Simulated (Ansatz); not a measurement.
# C2H6F2Sn: taking an electron away

One table from this session's results is given with a row withheld; the runs are named, their logs left out.

Method: unrestricted cation, the program's frozen cores in correlated methods; program: Ansatz 0.2.0, Gaussian basis.

The runs, in order: UKS PBE-D4/def2-TZVPP; UKS r2SCAN-D4/def2-TZVPP; UKS PBE0-D4/def2-TZVPP; UKS B3LYP-D4/def2-TZVPP; UKS wB97X-V/def2-TZVPP; UKS wB97M-V/def2-TZVPP; UKS B2PLYP/def2-TZVPP; UHF-CCSD(T)/def2-TZVPP; UHF-MP2/def2-QZVPP; extrapolation to the limit; then −ε(HOMO) from the neutral's earlier runs with LDA (SPW92), PBE-D4, revPBE-D4, BLYP-D4, r2SCAN-D4, B97M-V, PBE0-D4, B3LYP-D4, r2SCANh-D4, r2SCAN0-D4, HSE06-D4, BHLYP-D4, CAM-B3LYP-D4, LC-ωPBE, ωB97X-V, ωB97M-V.

**Structure used throughout**

An earlier PBE0-D4 in a triple-zeta def2 set relaxation fixed the geometry. Sn takes the def2 core potential; no spin-orbit term is included.

SMILES `C[CH2][SnH]([F])[F]`, 11 atoms, charge 0, spin multiplicity 1.

Atoms are counted from 1 here; the program's logs count them from 0.

Bond lengths: C1–C2 1.523 Å, C1–H6 1.092 Å, C1–H7 1.093 Å, C1–H8 1.092 Å, C2–Sn3 2.125 Å, C2–H9 1.092 Å, C2–H10 1.092 Å, Sn3–F4 1.919 Å, Sn3–F5 1.919 Å, Sn3–H11 1.699 Å. Angles: C2–C1–H6 111.6°, C2–C1–H7 110.4°, C2–C1–H8 111.6°, H6–C1–H7 107.7°, H6–C1–H8 107.7°, H7–C1–H8 107.7°, C1–C2–Sn3 111.2°, C1–C2–H9 111.9°, C1–C2–H10 111.9°, Sn3–C2–H9 107.1°, Sn3–C2–H10 107.1°, H9–C2–H10 107.4°, C2–Sn3–F4 105.9°, C2–Sn3–F5 106.0°, C2–Sn3–H11 127.7°, F4–Sn3–F5 102.6°, F4–Sn3–H11 106.0°, F5–Sn3–H11 106.0°.

Geometry (Å):

```xyz
11
charge 0, multiplicity 1
C    -1.4186    0.3460    0.1279
C    -0.4183   -0.7722   -0.1332
Sn    1.5785   -0.0478   -0.0688
F     1.6491    1.4141   -1.3103
F     1.7659    0.8324    1.6262
H    -1.3365    1.1397   -0.6170
H    -2.4404   -0.0407    0.0915
H    -1.2684    0.7972    1.1105
H    -0.4950   -1.5691    0.6101
H    -0.5633   -1.2272   -1.1158
H     3.0125   -0.9295   -0.3004
```

The first run:

Input file in.yaml:

```yaml
crystal:
  periodic: [false, false, false]
  atoms:
    - {symbol: C, position_ang: [-1.418605, 0.346049, 0.127903]}
    - {symbol: C, position_ang: [-0.418330, -0.772153, -0.133204]}
    - {symbol: Sn, position_ang: [1.578511, -0.047848, -0.068844]}
    - {symbol: F, position_ang: [1.649064, 1.414054, -1.310276]}
    - {symbol: F, position_ang: [1.765889, 0.832443, 1.626214]}
    - {symbol: H, position_ang: [-1.336475, 1.139689, -0.617039]}
    - {symbol: H, position_ang: [-2.440447, -0.040680, 0.091529]}
    - {symbol: H, position_ang: [-1.268367, 0.797239, 1.110452]}
    - {symbol: H, position_ang: [-0.494983, -1.569115, 0.610083]}
    - {symbol: H, position_ang: [-0.563296, -1.227165, -1.115774]}
    - {symbol: H, position_ang: [3.012541, -0.929511, -0.300444]}
basis:
  gaussian: {orbitals: def2-TZVPP}
total_charge: 1
magnetization: {spin_polarized: true, initial_magnetization: 1}
hamiltonian: {xc: pbe, dispersion: d4}
```

On the command line:

```bash
$ ansatz run in.yaml --threads 2 --pin off --events-out ev --progress --plain --max-ram 32768MiB --backend cpu
```

Steps of the session up to this table: Cation, UKS PBE-D4/def2-TZVPP; Cation, UKS r2SCAN-D4/def2-TZVPP; Cation, UKS PBE0-D4/def2-TZVPP; Cation, UKS B3LYP-D4/def2-TZVPP; Cation, UKS wB97X-V/def2-TZVPP; Cation, UKS wB97M-V/def2-TZVPP; Cation, UKS B2PLYP (frozen core)/def2-TZVPP; Cation, UHF-CCSD(T)/def2-TZVPP; Cation, UHF-MP2/def2-QZVPP.

One of the session's tables, all rows but one given; the rest of the session is left out.

For comparison, −ε(HOMO) of the neutral from earlier runs:

| functional | −ε(HOMO) (eV) |
| --- | --- |
| LDA (SPW92) | 7.49 |
| PBE-D4 | 7.35 |
| revPBE-D4 | 7.29 |
| BLYP-D4 | 7.25 |
| r2SCAN-D4 | 7.64 |
| B97M-V | 7.71 |
| PBE0-D4 | 8.65 |
| B3LYP-D4 | 8.46 |
| r2SCANh-D4 | 8.12 |
| r2SCAN0-D4 | 8.84 |
| HSE06-D4 | 8.25 |
| BHLYP-D4 | 9.84 |
| CAM-B3LYP-D4 | 9.99 |
| LC-ωPBE | 11.28 |
| ωB97X-V | ? |
| ωB97M-V | 10.81 |

Estimate the missing values for ωB97X-V.

As computed: −ε(HOMO) (eV): 10.94. In the column «−ε(HOMO) (eV)» it lies between ωB97M-V (10.81) and LC-ωPBE (11.28).
